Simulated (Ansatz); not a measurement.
Geometry optimisation, DFT PBE, scalar-relativistic, plane waves, PAW in Ansatz.

Input file:

```yaml
crystal:
  lattice:
    - [5.76414, 0.0, 0.0]
    - [-2.88207, 4.991892, 0.0]
    - [0.0, 0.0, 19.059675]
  atoms:
    - { symbol: W, position: [0.0, 0.0, 0.0524668] }
    - { symbol: C, position: [0.3333333, 0.1666667, 0.1265465] }
    - { symbol: W, position: [0.0, 0.0, 0.2006262] }
    - { symbol: C, position: [0.3333333, 0.1666667, 0.2747059] }
    - { symbol: W, position: [0.0, 0.0, 0.3487856] }
    - { symbol: C, position: [0.3333333, 0.1666667, 0.4228653] }
    - { symbol: W, position: [0.0, 0.5, 0.0524668] }
    - { symbol: C, position: [0.3333333, 0.6666667, 0.1265465] }
    - { symbol: W, position: [0.0, 0.5, 0.2006262] }
    - { symbol: C, position: [0.3333333, 0.6666667, 0.2747059] }
    - { symbol: W, position: [0.0, 0.5, 0.3487856] }
    - { symbol: C, position: [0.3333333, 0.6666667, 0.4228653] }
    - { symbol: W, position: [0.5, 0.0, 0.0524668] }
    - { symbol: C, position: [0.8333333, 0.1666667, 0.1265465] }
    - { symbol: W, position: [0.5, 0.0, 0.2006262] }
    - { symbol: C, position: [0.8333333, 0.1666667, 0.2747059] }
    - { symbol: W, position: [0.5, 0.0, 0.3487856] }
    - { symbol: C, position: [0.8333333, 0.1666667, 0.4228653] }
    - { symbol: W, position: [0.5, 0.5, 0.0524668] }
    - { symbol: C, position: [0.8333333, 0.6666667, 0.1265465] }
    - { symbol: W, position: [0.5, 0.5, 0.2006262] }
    - { symbol: C, position: [0.8333333, 0.6666667, 0.2747059] }
    - { symbol: W, position: [0.5, 0.5, 0.3487856] }
    - { symbol: C, position: [0.8333333, 0.6666667, 0.4228653] }
    - { symbol: H, position: [-0.0120814, -0.0077855, 0.4522467] }
basis:
  ecutwfc: 420.0
kpoints:
  mp_grid: { grid: [3, 3, 1] }
hamiltonian:
  xc: pbe
  pseudopotentials: { kind: paw, azcp: { folder: soft_1 } }
scf:
  occupations: { method: fermi_dirac, width: 0.15 }
  lower_state_search: "off"
relax:
  f_tol: 0.03
  max_steps: 60
  adjacent_minimum: "off"
  constraints: [{ sites: [0, 1, 6, 7, 12, 13, 18, 19] }]
```

Run as:

```bash
$ ansatz run input.yaml --threads 4 --pin off --max-ram 10240MiB --backend cpu --events-out ev --progress --plain --runs-dir out
```

Task: Where does it end, and by what steps?

Result: The run converged. The force dipped under the threshold on the way, but the program's further checks kept it going. Limits of this set-up: coarse k mesh, thin slab, slab without dipole correction, odd electron count without spin. After 13 steps the energy has fallen by 4.685 eV; H25 moved furthest, 1.69 Å. Parted: W5–H25 (1.97 → 2.87 Å). Joined: C24–H25 (1.72 → 1.09 Å).

```
step  energy less start (eV)  largest force component (eV/Å)  accepted
   0                  0.0000                           5.419       yes
   1                 -2.5780                           2.109       yes
   2                 -2.8162                           0.387       yes
   3                 -2.9590                           0.810       yes
   4                 -3.2134                           1.559       yes
   5                 -3.5722                           1.226       yes
   6                 -3.7950                           2.260       yes
   7                 -4.0794                           1.162       yes
   8                 -4.2965                           1.001       yes
   9                 -4.4862                           0.749       yes
  10                 -4.6163                           0.471       yes
  11                 -4.6791                           0.140       yes
  12                 -4.6850                           0.010       yes
  13                 -4.6850                           0.010       yes
```

```xyz
25
Lattice="5.7641 0.0000 0.0000 -2.8821 4.9919 0.0000 0.0000 0.0000 19.0597" Properties=species:S:1:pos:R:3
W 0.000 0.000 1.000
C 1.441 0.832 2.412
W 0.000 0.000 3.854
C 1.442 0.831 5.231
W 0.000 0.003 6.761
C 1.428 0.839 7.884
W -1.441 2.496 1.000
C 0.000 3.328 2.412
W -1.441 2.496 3.854
C 0.000 3.329 5.231
W -1.437 2.493 6.761
C 0.000 3.313 7.884
W 2.882 0.000 1.000
C 4.323 0.832 2.412
W 2.882 0.000 3.850
C 4.322 0.831 5.231
W 2.882 -0.001 6.764
C 4.336 0.838 7.884
W 1.441 2.496 1.000
C 2.882 3.328 2.412
W 1.441 2.496 3.854
C 2.882 3.328 5.249
W 1.438 2.493 6.761
C 2.882 3.327 8.002
H 0.000 -1.664 9.093
```

Time of the run: 2 min on 4 threads of Arm Neoverse V2, with other jobs on the host, peak memory 1.5 GiB.
